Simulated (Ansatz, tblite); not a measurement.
# The cluster Zn3F4+: one state, many levels

One table from this session's results is given with a row withheld; the runs are named, their logs left out.

The runs use Ansatz 0.2.0, Gaussian basis; as each input shows.

Levels to be run: GFN1-xTB, GFN2-xTB, PBE-D4/def2-TZVP, r2SCAN-D4/def2-TZVP, LC-ωPBE/def2-TZVP, LDA/def2-TZVP, ωB97X-V/def2-TZVP, PBE-D4/def2-SVP, PBE0-D4/def2-SVP, MP2/def2-TZVP, RPA/def2-TZVP.

3 further runs of the same task are left out: 3 set aside as unsound or not needed.

## The relaxed structure

The geometry is that of the doublet, from an earlier relaxation (r2SCAN-D4/def2-SVP). At that level it is the lowest of the isomers that a small search found.

7 atoms, charge 1, spin multiplicity 2.

Bond lengths: Zn1–F4 1.910 Å, Zn1–F6 1.910 Å, Zn1–F7 2.067 Å, Zn2–F4 1.909 Å, Zn2–F5 1.909 Å, Zn2–F7 2.066 Å, Zn3–F5 1.909 Å, Zn3–F6 1.909 Å, Zn3–F7 2.065 Å. Angles: F4–Zn1–F6 116.4°, F4–Zn1–F7 81.4°, F6–Zn1–F7 81.5°, F4–Zn2–F5 116.9°, F4–Zn2–F7 81.5°, F5–Zn2–F7 81.5°, F5–Zn3–F6 117.0°, F5–Zn3–F7 81.5°, F6–Zn3–F7 81.5°, Zn1–F4–Zn2 101.9°, Zn2–F5–Zn3 101.7°, Zn1–F6–Zn3 101.8°, Zn1–F7–Zn2 91.7°, Zn1–F7–Zn3 91.7°, Zn2–F7–Zn3 91.6°.

The ion is computed in the gas phase, without counter-ions or solvent.

PBE0-D4/def2-TZVP was run before; its log isn't repeated, and its numbers join the tables.

The first run:

Tight binding, by tblite at 300 K electronic temperature and without a spin-polarisation term:

```python
tblite.interface.Calculator('GFN1-xTB', numbers, positions, charge=1, uhf=1).singlepoint()
```

Tight binding, by tblite at 300 K electronic temperature and without a spin-polarisation term:

```python
tblite.interface.Calculator('GFN2-xTB', numbers, positions, charge=1, uhf=1).singlepoint()
```

start.molden holds the orbitals of an earlier run on this state, given as this run's starting guess.

in.yaml reads:

```yaml
crystal:
  periodic: [false, false, false]
  atoms:
    - {symbol: Zn, position_ang: [-0.564244, 0.040399, 1.621673]}
    - {symbol: Zn, position_ang: [-0.779831, -1.010101, -1.142555]}
    - {symbol: Zn, position_ang: [1.111709, 1.185938, -0.538502]}
    - {symbol: F, position_ang: [-0.922931, -1.578874, 0.673695]}
    - {symbol: F, position_ang: [0.908805, -0.315205, -1.700733]}
    - {symbol: F, position_ang: [1.151854, 0.829524, 1.336072]}
    - {symbol: F, position_ang: [-0.905362, 0.848319, -0.249659]}
basis:
  gaussian: {orbitals: def2-TZVP, initial_orbitals: start.molden}
total_charge: 1
magnetization: {spin_polarized: true, initial_magnetization: 1}
hamiltonian: {xc: pbe, dispersion: d4}
scf: {omitted_lower_state_checks: [starts]}
output: {forces: true, orbitals: {seedname: orbitals}}
```

The run is started by

```bash
ansatz run in.yaml --threads 4 --pin off --events-out ev --progress --plain --max-ram 8704MiB
```

Steps of the session up to this table: PBE-D4/def2-TZVP; r2SCAN-D4/def2-TZVP; LC-ωPBE/def2-TZVP; LDA/def2-TZVP; ωB97X-V/def2-TZVP; PBE-D4/def2-SVP; PBE0-D4/def2-SVP; MP2/def2-TZVP; RPA/def2-TZVP.

One table of the session follows, with a row left open; its other results are not shown here.

```
              level  HOMO (eV)  LUMO (eV)  gap (eV)
      LDA/def2-TZVP     -10.13      -9.71      0.42
    PBE-D4/def2-SVP          ?          ?         ?
   PBE-D4/def2-TZVP      -9.80      -9.29      0.51
r2SCAN-D4/def2-TZVP      -9.79      -8.82      0.97
   PBE0-D4/def2-SVP      -9.63      -7.82      1.81
  PBE0-D4/def2-TZVP      -9.98      -8.16      1.83
  LC-ωPBE/def2-TZVP     -11.16      -6.26      4.90
  ωB97X-V/def2-TZVP     -10.99      -6.16      4.83
```

Q: Estimate the row for PBE-D4/def2-SVP from the others.

**Answer.** HOMO (eV): -9.37; LUMO (eV): -8.87; gap (eV): 0.50. In the column «HOMO (eV)» it is the highest.
